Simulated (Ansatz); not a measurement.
**ZrNH₃+ (quartet): from Hartree-Fock to the top rungs at a displaced geometry (v2), def2-SVP**

An exercise on one series of results from a longer session: the logs are not shown, and one member is left open.

Program: Ansatz 0.2.0, Gaussian basis. Level of theory: def2-SVP, core rule «outside noble gas», up to 5 orbitals frozen. These are calculated values, not measurements.

The runs, in order: UHF; CCSD(T) on ROHF; CCSD(T) on UHF; CISD as a restricted active space (open shells left free, so some higher excitations enter); CCSDT(Q) on ROHF; CCSDT(Q) on UHF.

13 further runs of the same task are left out: 6 that didn't finish, 7 set aside as unsound or not needed. Runs told in other sessions of the task aren't counted.

**The system**

The geometry is a PBE0/def2-TZVP stationary point (not a proven minimum) with its atoms shifted at random (size 0.100 Å). No spin-orbit coupling is included. Elements past krypton take def2 core potentials.

5 atoms, charge 1, spin multiplicity 4.

Atoms are counted from 1 here; the program's logs count them from 0.

Bond lengths: Zr1–N2 2.127 Å, N2–H3 1.082 Å, N2–H4 1.067 Å, N2–H5 1.079 Å. Angles: Zr1–N2–H3 115.6°, Zr1–N2–H4 121.7°, Zr1–N2–H5 114.6°, H3–N2–H4 95.9°, H3–N2–H5 96.6°, H4–N2–H5 108.2°.

The first run:

The input, in.yaml:

```yaml
crystal:
  periodic: [false, false, false]
  atoms:
    - {symbol: Zr, position_ang: [-0.348387, 0.003405, 0.001032]}
    - {symbol: N, position_ang: [1.778738, -0.004314, 0.000236]}
    - {symbol: H, position_ang: [2.243338, -0.981133, -0.005693]}
    - {symbol: H, position_ang: [2.340763, 0.379800, 0.821423]}
    - {symbol: H, position_ang: [2.228836, 0.353134, -0.912418]}
basis:
  gaussian: {orbitals: def2-SVP}
total_charge: 1
magnetization: {spin_polarized: true, initial_magnetization: 3}
hamiltonian: {xc: hf}
output: {orbitals: {seedname: orbitals}}
```

The run is started by

```sh
ansatz run in.yaml --threads 1 --pin off --events-out ev --progress --plain --max-ram 2393MiB
```

Among the steps run: UHF; CCSD(T) on ROHF; CCSD(T) on UHF; CISD as a restricted active space (open shells left free, so some higher excitations enter); CCSDT(Q) on ROHF; CCSDT(Q) on UHF.

One table of the session follows, with a row left open; its other results are not shown here.

```
   method  from RCCSDT(Q) (kJ/mol)
     ROHF                   +622.8
      UHF                   +612.3
     RMP2                    +66.7
     UMP2                    +57.3
    RCCSD                    +16.6
    UCCSD                     +7.6
 RCCSD(T)                     +2.3
 UCCSD(T)                     -6.6
   RCCSDT                     +1.1
   UCCSDT                        ?
RCCSDT(Q)                        0
UCCSDT(Q)                     -8.8
```

Estimate the missing values for UCCSDT.

The run gave: from RCCSDT(Q) (kJ/mol): -7.7. In the column «from RCCSDT(Q) (kJ/mol)» it lies between UCCSDT(Q) (-8.8) and UCCSD(T) (-6.6).

Not comparable, so not listed: CISD as a restricted active space (open shells left free, so some higher excitations enter) (they don't share determinant, frozen orbitals or solution with the rows shown, or repeat one).

To keep in mind: Restricted and unrestricted rows rest on different reference determinants; a gap between their highest levels can come from leftover correlation error, from unlike frozen cores or from another state.
